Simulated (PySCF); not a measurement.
# H3Ge···C2H2N: magnetic exchange

Computed with PySCF 2.14.0 and routines of our own; the level stands in each step. Atoms count from 0.

## (1) The starting structure

9 atoms, charge 0, high-spin multiplicity 3; geometry from: GFN2-xTB fragments, placed rigidly.

The system (radical pair): H3Ge···C2H2N. The radical centres are 2.54 Å apart, edge to face; the spin sites are atoms 0, 1, 2, 3 (1 unpaired) and atoms 4, 5, 6, 7, 8 (1 unpaired).

## (2) Magnetic exchange: CASSCF and SC-NEVPT2/def2-SVP (2,2)

Job settings and geometry (Å):

```
{"job": {"kind": "cas", "basis": "def2-SVP", "active": "magnetic", "zfs": true}, "charge": 0, "high_spin_multiplicity": 3, "spin_sites": [[[0, 1, 2, 3], 1], [[4, 5, 6, 7, 8], 1]]}
Ge    -0.777800    -0.000100    -1.262300
H     -0.612900     1.378100    -1.931500
H     -2.053700    -0.546400    -1.931600
H      0.333500    -0.831800    -1.931600
C      0.622200    -0.000100     0.854500
C      0.622700    -0.000700     2.209000
N      0.622400    -0.000300     3.371600
H      1.085500    -0.802400     0.309300
H      0.158100     0.803900     0.312500
```

Method: CASSCF and SC-NEVPT2/def2-SVP spin states, gas phase.

Started as:

```
$ OMP_NUM_THREADS=1 python exch_run.py task.json out
```

This one command runs all jobs of the session in turn.

Q: Estimate the wall time and peak memory of this first job on 1 thread of Arm Neoverse V1, shared host.

About 4.3 s, with a peak of 0.26 GiB.
